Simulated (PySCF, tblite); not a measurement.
# C₆H₁₀Se: circular dichroism and optical rotation, excited states

What do calculations give for the circular dichroism and optical rotation, excited states of C₆H₁₀Se (`CC=C=C(C)[Se]C`)?

Computed with tblite 0.8.0 and PySCF 2.14.0 and routines of our own; the level stands in each step. Atoms count from 0.

## (1) The system as given

17 atoms, charge 0, multiplicity 1; geometry from: force field or distance geometry start.

## (2) Geometry optimisation with GFN2-xTB

What the job is given:

```
{"job": {"kind": "relax", "xc": "GFN2-xTB", "basis": "xTB"}, "charge": 0, "multiplicity": 1}
C     -2.766200    -0.505100     0.573500
C     -1.652800    -0.406200    -0.387400
C     -0.560700     0.132400     0.111700
C      0.517500     0.689400     0.613700
C      0.663000     2.101500     0.473300
Se     1.680800    -0.533700     1.484100
C      2.573300    -1.522700     0.062600
H     -3.087900     0.492500     0.960200
H     -2.454800    -1.207000     1.376100
H     -3.601400    -1.000200     0.023100
H     -1.617400    -0.732500    -1.377100
H      1.625000     2.406800     0.916800
H      0.679700     2.468000    -0.586500
H     -0.112300     2.658000     1.019700
H      1.766300    -2.080900    -0.460300
H      3.351200    -2.206900     0.445600
H      2.989800    -0.741300    -0.609300
```

Started as:

```console
$ OMP_NUM_THREADS=1 python excited_run.py task.json out
```

One launch serves the whole session: the jobs run in the order shown.

The log of the run:

```text
step      E/eV     max force
  0    -571.90943    3.399
  1    -572.21736    1.767
  2    -572.29729    0.965
  3    -572.35249    2.248
  4    -572.40604    0.730
  5    -572.42840    0.582
  6    -572.44851    0.342
  7    -572.45803    0.290
  8    -572.46967    0.321
  9    -572.47747    0.379
 10    -572.48520    0.318
 11    -572.49136    0.228
 12    -572.49646    0.218
 13    -572.50105    0.216
 14    -572.50575    0.227
 15    -572.51007    0.154
 16    -572.51336    0.121
 17    -572.51536    0.121
 18    -572.51669    0.109
 19    -572.51787    0.090
 20    -572.51898    0.076
 21    -572.52011    0.089
 22    -572.52134    0.113
 23    -572.52260    0.110
 24    -572.52380    0.103
 25    -572.52507    0.118
 26    -572.52666    0.129
 27    -572.52867    0.112
 28    -572.53084    0.105
 29    -572.53278    0.106
 30    -572.53441    0.097
 31    -572.53599    0.097
 32    -572.53746    0.095
 33    -572.53848    0.080
 34    -572.53910    0.061
 35    -572.53956    0.049
 36    -572.54010    0.057
 37    -572.54069    0.063
 38    -572.54117    0.055
 39    -572.54157    0.063
 40    -572.54214    0.068
 41    -572.54313    0.098
 42    -572.54460    0.128
 43    -572.54616    0.116
 44    -572.54725    0.078
 45    -572.54781    0.064
 46    -572.54819    0.058
 47    -572.54850    0.044
 48    -572.54866    0.030
 49    -572.54874    0.027
 50    -572.54883    0.029
 51    -572.54897    0.029
 52    -572.54916    0.034
 53    -572.54936    0.033
 54    -572.54955    0.041
 55    -572.54979    0.051
 56    -572.55016    0.057
 57    -572.55075    0.077
 58    -572.55158    0.093
 59    -572.55265    0.094
 60    -572.55410    0.098
 61    -572.55630    0.123
 62    -572.55970    0.175
 63    -572.55945    0.285
 64    -572.56437    0.259
 65    -572.56677    0.157
 66    -572.56853    0.120
 67    -572.57044    0.107
 68    -572.57273    0.119
 69    -572.57422    0.077
 70    -572.57512    0.167
 71    -572.57646    0.089
 72    -572.57751    0.102
 73    -572.57968    0.090
 74    -572.58047    0.079
 75    -572.58181    0.097
 76    -572.58354    0.093
 77    -572.58478    0.170
 78    -572.58811    0.134
 79    -572.59105    0.142
 80    -572.59634    0.178
 81    -572.59843    0.211
 82    -572.60314    0.138
 83    -572.60601    0.383
 84    -572.60981    0.119
 85    -572.61205    0.089
 86    -572.61735    0.122
 87    -572.61915    0.093
 88    -572.62106    0.102
 89    -572.62170    0.073
 90    -572.62252    0.048
 91    -572.62287    0.054
 92    -572.62320    0.052
 93    -572.62359    0.044
 94    -572.62410    0.048
 95    -572.62457    0.045
 96    -572.62493    0.037
 97    -572.62528    0.056
 98    -572.62579    0.058
 99    -572.62648    0.073
100    -572.62730    0.092
101    -572.62828    0.076
102    -572.62949    0.118
103    -572.63105    0.133
104    -572.63268    0.117
105    -572.63430    0.087
106    -572.63545    0.119
107    -572.63707    0.113
108    -572.63902    0.105
109    -572.64116    0.088
110    -572.64217    0.170
111    -572.64319    0.090
112    -572.64455    0.090
113    -572.64575    0.149
114    -572.64457    0.279
115    -572.64793    0.064
116    -572.64886    0.055
117    -572.65016    0.188
118    -572.65112    0.042
119    -572.65149    0.043
120    -572.65202    0.104
121    -572.65260    0.059
122    -572.65351    0.073
123    -572.65612    0.087
124    -572.64456    0.547
125    -572.65813    0.287
126    -572.65946    0.125
127    -572.66118    0.084
128    -572.65976    0.319
129    -572.66353    0.078
130    -572.66452    0.070
131    -572.66708    0.182
132    -572.66895    0.061
133    -572.67029    0.065
134    -572.67289    0.073
135    -572.67362    0.078
136    -572.67409    0.052
137    -572.67441    0.053
138    -572.67498    0.044
139    -572.67527    0.046
140    -572.67575    0.049
141    -572.67614    0.065
142    -572.67670    0.054
143    -572.67751    0.049
144    -572.67877    0.074
145    -572.67971    0.072
146    -572.68204    0.127
147    -572.68541    0.163
148    -572.69019    0.127
149    -572.69298    0.232
150    -572.69774    0.155
151    -572.70098    0.133
152    -572.70335    0.152
153    -572.70577    0.130
154    -572.70685    0.114
155    -572.70842    0.087
156    -572.70971    0.111
157    -572.71074    0.102
158    -572.71291    0.085
159    -572.71489    0.085
160    -572.71687    0.121
161    -572.71841    0.136
162    -572.71946    0.061
163    -572.72025    0.079
164    -572.72104    0.062
165    -572.72193    0.064
166    -572.72349    0.064
167    -572.72419    0.070
168    -572.72470    0.047
169    -572.72509    0.065
170    -572.72538    0.046
171    -572.72569    0.051
172    -572.72607    0.045
173    -572.72633    0.036
174    -572.72656    0.029
175    -572.72669    0.027
176    -572.72687    0.026
177    -572.72706    0.026
178    -572.72720    0.020
179    -572.72728    0.014
180    -572.72732    0.011
181    -572.72735    0.011
182    -572.72738    0.011
183    -572.72743    0.017
184    -572.72748    0.019
185    -572.72755    0.020
186    -572.72763    0.023
187    -572.72774    0.027
188    -572.72789    0.034
189    -572.72807    0.032
190    -572.72830    0.030
191    -572.72853    0.028
192    -572.72870    0.030
193    -572.72886    0.028
194    -572.72901    0.025
195    -572.72904    0.029
196    -572.72915    0.020
197    -572.72919    0.013
198    -572.72924    0.012
199    -572.72926    0.011
200    -572.72927    0.008
```

Run time: 1 s. Hardware: 1 thread of Arm Neoverse V2, shared host; peak memory 0.18 GiB.

Step by step: (not every step is listed)

| step | energy from step 0 (eV) | largest force (eV/Å) |
| --- | --- | --- |
| 0 | 0.0000 | 3.3993 |
| 1 | -0.3079 | 1.7667 |
| 2 | -0.3879 | 0.9650 |
| 3 | -0.4431 | 2.2477 |
| 4 | -0.4966 | 0.7302 |
| 5 | -0.5190 | 0.5823 |
| 6 | -0.5391 | 0.3418 |
| 7 | -0.5486 | 0.2904 |
| 8 | -0.5602 | 0.3206 |
| 26 | -0.6172 | 0.1285 |
| 44 | -0.6378 | 0.0779 |
| 62 | -0.6503 | 0.1752 |
| 80 | -0.6869 | 0.1775 |
| 98 | -0.7164 | 0.0577 |
| 116 | -0.7394 | 0.0547 |
| 134 | -0.7635 | 0.0731 |
| 152 | -0.7939 | 0.1523 |
| 170 | -0.8159 | 0.0464 |
| 188 | -0.8185 | 0.0339 |
| 195 | -0.8196 | 0.0290 |
| 196 | -0.8197 | 0.0198 |
| 197 | -0.8198 | 0.0135 |
| 198 | -0.8198 | 0.0118 |
| 199 | -0.8198 | 0.0111 |
| 200 | -0.8198 | 0.0081 |

Close pairs (by a distance rule), those that changed most:

| bond | before (Å) | after (Å) | change (Å) |
| --- | --- | --- | --- |
| C3–C4 | 1.427 | 1.497 | +0.070 |
| C3–Se5 | 1.899 | 1.952 | +0.053 |
| C1–H10 | 1.043 | 1.084 | +0.042 |
| C4–H12 | 1.122 | 1.088 | -0.034 |
| C0–H7 | 1.117 | 1.087 | -0.030 |
| C0–H9 | 1.116 | 1.090 | -0.026 |
| C0–C1 | 1.474 | 1.499 | +0.025 |
| C6–H14 | 1.112 | 1.087 | -0.025 |

The end geometry stands in the next job.

## (3) Harmonic vibrations with GFN2-xTB

What the job is given:

```
{"job": {"kind": "ir", "xc": "GFN2-xTB", "basis": "xTB"}, "charge": 0, "multiplicity": 1}
C     -2.337677    -0.954037     0.328147
C     -1.275640    -0.377775    -0.558781
C     -0.290875     0.359477    -0.134466
C      0.696626     1.056577     0.329755
C      0.731057     2.543126     0.502793
Se     2.351150     0.170603     0.865606
C      1.835771    -1.662140     0.462505
H     -2.165336    -0.680730     1.366373
H     -2.345238    -2.040949     0.242449
H     -3.318169    -0.588777     0.023335
H     -1.380770    -0.588459    -1.617334
H      1.538797     2.968595    -0.093380
H     -0.213867     2.983720     0.193468
H      0.918794     2.789932     1.548172
H      0.937540    -1.907532     1.023552
H      2.658428    -2.305347     0.762660
H      1.652412    -1.754253    -0.605305
```

The log of the run:

```text
mode    cm-1     km/mol
  1      46.4      3.06
  2      82.2      0.10
  3     103.9      0.49
  4     122.3      0.37
  5     132.9      0.29
  6     151.1      0.52
  7     171.9      2.03
  8     222.6      0.58
  9     255.2      0.99
 10     335.1      1.03
 11     377.7      2.18
 12     495.0      2.41
 13     551.7      8.89
 14     578.9     21.37
 15     772.6     13.21
 16     862.6     10.33
 17     875.6     35.52
 18     888.6      7.50
 19    1006.8     16.83
 20    1019.8      3.52
 21    1028.7      7.18
 22    1067.9     46.27
 23    1090.1      5.50
 24    1218.3     12.72
 25    1282.9     11.94
 26    1389.4      3.90
 27    1393.9      1.46
 28    1427.0      2.33
 29    1427.9      5.11
 30    1434.1      5.50
 31    1461.8      7.16
 32    1472.8      5.07
 33    1478.5      3.60
 34    1491.9      3.77
 35    2050.9      3.49
 36    2990.8     17.54
 37    2993.3     25.50
 38    3003.8     16.19
 39    3006.0      7.38
 40    3006.9     15.04
 41    3009.4     59.56
 42    3014.0     13.71
 43    3031.6      8.79
 44    3035.4     24.91
 45    3044.2     33.47
```

It took 0.43 s on 1 thread of Arm Neoverse V2, shared host; peak memory 0.18 GiB.

Which atoms move in the most intense modes:

| cm⁻¹ | km/mol | atoms |
| --- | --- | --- |
| 579 | 21.4 | C6 72 %, Se5 16 % |
| 876 | 35.5 | H15 46 %, H14 19 %, C6 15 %, H16 14 % |
| 1068 | 46.3 | H12 36 %, C3 26 %, C4 20 % |
| 2991 | 17.5 | H11 46 %, H13 45 % |
| 2993 | 25.5 | H8 64 %, H9 28 % |
| 3009 | 59.6 | H9 42 %, H10 32 %, H8 19 % |
| 3035 | 24.9 | H12 93 % |
| 3044 | 33.5 | H7 91 % |

## (4) Circular dichroism and optical rotation: TDDFT BHandHLYP/aug-cc-pVDZ

Settings changed since step 3:

```diff
@@ -1,2 +1,2 @@
-{"job": {"kind": "ir", "xc": "GFN2-xTB", "basis": "xTB"}, "charge": 0, "multiplicity": 1}
+{"job": {"kind": "ecd", "xc": "BHandHLYP", "basis": "aug-cc-pVDZ", "nstates": 12}, "charge": 0, "multiplicity": 1}
 C     -2.337677    -0.954037     0.328147
```

With the program's defaults for keys left out, this is: TDDFT BHandHLYP/aug-cc-pVDZ circular dichroism and optical rotation, one conformer, gas phase.

The log of the run:

```text
coarse grid: 63136 points
cycle   1  E = -2635.9463776864  dE =  6.093e-02  |g| = 2.880e-01  |ddm| = 1.184e+01
cycle   2  E = -2635.9678332376  dE = -2.146e-02  |g| = 1.812e-01  |ddm| = 1.909e+00
cycle   3  E = -2635.9752424571  dE = -7.409e-03  |g| = 6.607e-02  |ddm| = 6.735e-01
cycle   4  E = -2635.9762464752  dE = -1.004e-03  |g| = 2.801e-02  |ddm| = 2.490e-01
cycle   5  E = -2635.9764594453  dE = -2.130e-04  |g| = 4.269e-03  |ddm| = 7.361e-02
cycle   6  E = -2635.9764638007  dE = -4.355e-06  |g| = 2.155e-03  |ddm| = 1.478e-02
final grid: 134048 points
cycle   7  E = -2635.9764861847  dE =  7.698e-07  |g| = 2.851e-03  |ddm| = 1.970e-02
cycle   8  E = -2635.9764841805  dE =  2.004e-06  |g| = 3.943e-03  |ddm| = 1.480e-02
cycle   9  E = -2635.9764883463  dE = -4.166e-06  |g| = 1.624e-04  |ddm| = 8.542e-03
cycle  10  E = -2635.9764883536  dE = -7.299e-09  |g| = 3.917e-05  |ddm| = 5.054e-04
cycle  11  E = -2635.9764883541  dE = -5.311e-10  |g| = 1.370e-05  |ddm| = 1.827e-04
converged SCF energy = -2635.9764883541

Singlet excitations and rotatory strengths (1e-40 esu^2 cm^2)
state   eV       nm     f(len)   f(vel)    R(len)    R(vel)   main configurations
  1   4.2627   290.9  0.00036  0.00034     0.540     0.542   H->L+1 0.39, H->L+4 0.26
  2   5.0925   243.5  0.00574  0.00553    24.668    24.614   H->L 0.52, H->L+4 0.18
  3   5.2644   235.5  0.02136  0.02113   -14.946   -14.813   H->L+2 0.28, H->L+1 0.23, H->L 0.17
  4   5.6730   218.6  0.10772  0.10512   -32.967   -32.631   H->L+2 0.43, H->L+3 0.14, H->L 0.10
  5   5.8769   211.0  0.00593  0.00571     8.219     7.879   H->L+3 0.53, H->L+4 0.23
  6   5.9824   207.2  0.00261  0.00245    -2.800    -2.477   H->L+1 0.21, H->L+5 0.09
  7   6.0531   204.8  0.00292  0.00277    14.659    14.416   H-1->L 0.38, H-1->L+12 0.13
  8   6.1615   201.2  0.00981  0.00949    -3.889    -3.976   H->L+8 0.24, H->L+6 0.10, H->L+12 0.09
  9   6.3704   194.6  0.01423  0.01434    16.299    16.280   H->L+7 0.24, H->L+10 0.12
 10   6.4547   192.1  0.06619  0.06385    21.225    20.753   H->L+8 0.23, H->L+6 0.22, H->L+7 0.14
 11   6.5024   190.7  0.04339  0.04151   -22.050   -21.540   H->L+5 0.33, H->L+6 0.20, H->L+7 0.10
 12   6.5166   190.3  0.34207  0.33297    41.671    40.753   H-1->L+1 0.27, H->L+8 0.20, H->L+5 0.15

Specific rotation (deg / (dm g/mL))
    nm     length   length(OI)   velocity    alpha(len)  alpha(vel)
  633.0     274.50     275.23     273.66      111.980    110.150
  589.3     324.88     325.76     323.93      112.661    110.819
  546.0     390.82     391.88     389.72      113.525    111.667
  436.0     703.20     705.22     701.60      117.265    115.337
  405.0     870.20     872.77     868.45      119.062    117.101
  365.0    1208.99    1212.72    1207.07      122.357    120.334
  355.0    1330.43    1334.59    1328.50      123.436    121.392
```

Wall time 1.9 min (1 thread of Arm Neoverse V2, shared host); peak memory 1.1 GiB.

Orbitals, density, ELF and potential are computed afterwards from the orbital file.

Frontier orbitals at BHandHLYP/aug-cc-pVDZ, with the share of their density that lies nearest to each atom:

| orbital | energy (eV) | lies on |
| --- | --- | --- |
| HOMO | -6.75 | Se5 62 %; C2 16 %; C3 9 % |
| LUMO | 0.13 | H8 17 %; 5 H atoms about 11 % each; H7 8 % |

ELF in a plane through or near 9 of the atoms.

Ten even steps from '0' (0.00) to '9' (1.00):
```
0000000000000000000000000000
0000000000000000000000000000
0000000000000000000000000000
0000000000000000000000000000
0000000046510000000000000000
0000001499970000001799600000
0000001499950011005999950000
0000145435610354235999720000
0000467635846666485266310000
0000122237138647566799993000
0000000016865456521599992000
0000036632242000000024400000
0000268826536456400000000000
0000158862277148730000000000
0000024553247553200000000000
0000000000079994000000000000
0000000000079994000000000000
0000000000003420000000000000
0000000000000000000000000000
0000000000000000000000000000
```
The map spans 11.5 Å across and 12.3 Å up, centred on the molecule. Atoms in the plane (x, y in Å): C0 (2.3, 0.9), C3 (-1.2, 0.3), C4 (-2.3, 1.3), Se5 (-1.8, -1.6), C6 (-0.2, -2.5), H8 (3.1, 0.2), H9 (2.8, 1.9), H12 (-1.9, 2.3), H15 (-0.3, -3.5).

On the surface of density 0.002 e/bohr³ the electrostatic potential runs, from the 1st to the 99th percentile, from -0.99 V near Se5 to 0.85 V near H15.

## (5) Excited states: TDA CAM-B3LYP/aug-cc-pVDZ

Settings changed since step 4:

```diff
@@ -1,2 +1,2 @@
-{"job": {"kind": "ecd", "xc": "BHandHLYP", "basis": "aug-cc-pVDZ", "nstates": 12}, "charge": 0, "multiplicity": 1}
+{"job": {"kind": "states", "xc": "CAM-B3LYP", "basis": "aug-cc-pVDZ", "tda": true, "soc": true, "nstates": 6, "ntriplets": 5, "nquad": 4}, "charge": 0, "multiplicity": 1}
 C     -2.337677    -0.954037     0.328147
```

Level: TDA CAM-B3LYP/aug-cc-pVDZ excited states, vertical, gas phase, spin-orbit mean-field couplings.

The log of the run:

```text
coarse grid: 63136 points
cycle   1  E = -2636.0923948714  dE =  2.244e-02  |g| = 2.843e-01  |ddm| = 1.368e+01
cycle   2  E = -2636.1085435630  dE = -1.615e-02  |g| = 2.121e-01  |ddm| = 1.959e+00
cycle   3  E = -2636.1190503505  dE = -1.051e-02  |g| = 5.744e-02  |ddm| = 7.839e-01
cycle   4  E = -2636.1197849039  dE = -7.346e-04  |g| = 2.782e-02  |ddm| = 2.269e-01
cycle   5  E = -2636.1199896038  dE = -2.047e-04  |g| = 5.023e-03  |ddm| = 8.069e-02
cycle   6  E = -2636.1199963143  dE = -6.711e-06  |g| = 2.333e-03  |ddm| = 1.852e-02
final grid: 134048 points
cycle   7  E = -2636.1200161290  dE =  8.338e-07  |g| = 3.110e-03  |ddm| = 1.883e-02
cycle   8  E = -2636.1200136210  dE =  2.508e-06  |g| = 4.386e-03  |ddm| = 1.732e-02
cycle   9  E = -2636.1200186248  dE = -5.004e-06  |g| = 1.891e-04  |ddm| = 1.013e-02
cycle  10  E = -2636.1200186348  dE = -1.004e-08  |g| = 5.642e-05  |ddm| = 6.352e-04
cycle  11  E = -2636.1200186360  dE = -1.184e-09  |g| = 2.053e-05  |ddm| = 2.970e-04
cycle  12  E = -2636.1200186362  dE = -2.319e-10  |g| = 4.219e-06  |ddm| = 1.392e-04
converged SCF energy = -2636.1200186362

Singlet excitations
state   eV       nm        f     d(h-e)  d(exc)  Lambda  PR(NTO)  |dmu|/D   mu/D   main configurations
  1   4.1877   296.1   0.00030   0.266   3.101   0.335   1.043    0.507    1.328   H->L+1 0.41, H->L+4 0.23, H->L 0.08
  2   5.0401   246.0   0.00513   1.522   3.986   0.311   1.113    5.083    4.308   H->L 0.45, H->L+4 0.19
  3   5.1654   240.0   0.02429   1.025   4.144   0.303   1.035    5.307    6.604   H->L+2 0.32, H->L 0.18, H->L+1 0.18
  4   5.6321   220.1   0.12506   1.487   4.674   0.302   1.127    4.137    2.820   H->L+2 0.31, H->L+3 0.21, H->L+7 0.11
  5   5.8297   212.7   0.00480   1.656   5.066   0.313   1.137                     H->L+3 0.39, H->L+4 0.24
  6   5.9299   209.1   0.00219   0.705   4.483   0.328   2.058                     H->L+1 0.21, H->L+4 0.09

Triplet excitations (Tamm-Dancoff)
state   eV     d(h-e)  d(exc)  Lambda  PR(NTO)   main configurations
  1   3.7753   0.278   2.970   0.335   1.047   H->L+1 0.37, H->L+4 0.26
  2   4.2678   0.081   2.694   0.405   2.018   H-1->L+4 0.18, H-1->L+1 0.13, H->L+11 0.09
  3   4.4501   0.236   2.843   0.395   2.004   H-1->L+4 0.14, H->L+11 0.13, H-1->L+1 0.11
  4   4.6343   0.684   3.227   0.326   1.141   H->L+4 0.19, H->L+13 0.13, H->L+5 0.12
  5   5.0740   0.388   4.211   0.296   1.033   H->L 0.37, H->L+2 0.32, H->L+1 0.09
S1 - T1 = 0.4124 eV

Spin-orbit couplings |<S|Hso|T>| (cm-1)
             T1       T2       T3       T4       T5
S0      592.554   42.932   67.384  488.800   65.152
S1        6.997  186.651   96.771  193.040    2.848
S2      154.848   65.598   20.044   12.711   16.052
S3       69.885   20.616   11.974   21.834    6.983
S4       75.461   13.818   17.996   14.503    5.000
S5       53.996   16.996   32.548   37.837    6.798
S6        6.535   11.615   64.936   88.890   29.899
T1 sublevels (cm-1): 0.000 1.407 15.559   radiative rates (1/s): 2.84e+03 38.5 1.83e+03
```

It took 74 s on 1 thread of Arm Neoverse V2, shared host; peak memory 1.4 GiB.

Key values:

| quantity | value |
| --- | --- |
| S1 less T1 | 0.41 eV |

## (6) Summary of results

```
                                                                                         quantity                                                          value
                                                        strongest single infrared mode (GFN2-xTB)                                           3009 cm⁻¹, 60 km/mol
                                                                     zero-point energy (GFN2-xTB)                                                  85.6 kcal/mol
state of largest rotatory strength (velocity form) among 12 (step 4, TDDFT BHandHLYP/aug-cc-pVDZ)  6.52 eV, R = +40.8 (velocity), +41.7 (length) ·10⁻⁴⁰ esu² cm²
                              specific rotation at 633.0 nm (step 4, TDDFT BHandHLYP/aug-cc-pVDZ)                               273.7 (velocity), 274.5 (length)
                       potential on the surface of density 0.002 e/bohr³, 1st and 99th percentile                                             -0.99 V and 0.85 V
                                                   S1 less T1 (step 5, TDA CAM-B3LYP/aug-cc-pVDZ)                                                        0.41 eV
```

**Reading.** No mode is imaginary among the 45: a minimum at this level. Unscaled tight-binding wavenumbers are off by several per cent, some by more. Its intensities can rank the bands wrongly. Steps that list no spin-orbit terms leave them out, which matters at and beside the heavy atoms. Rotations belong to one conformer and to the handedness of the start. Scalar relativity is left out for the heavy atoms. In step 5, the number of triplets below S1 is 1, and the largest singlet-triplet spin-orbit coupling is S0–T1, 592.55 cm⁻¹.
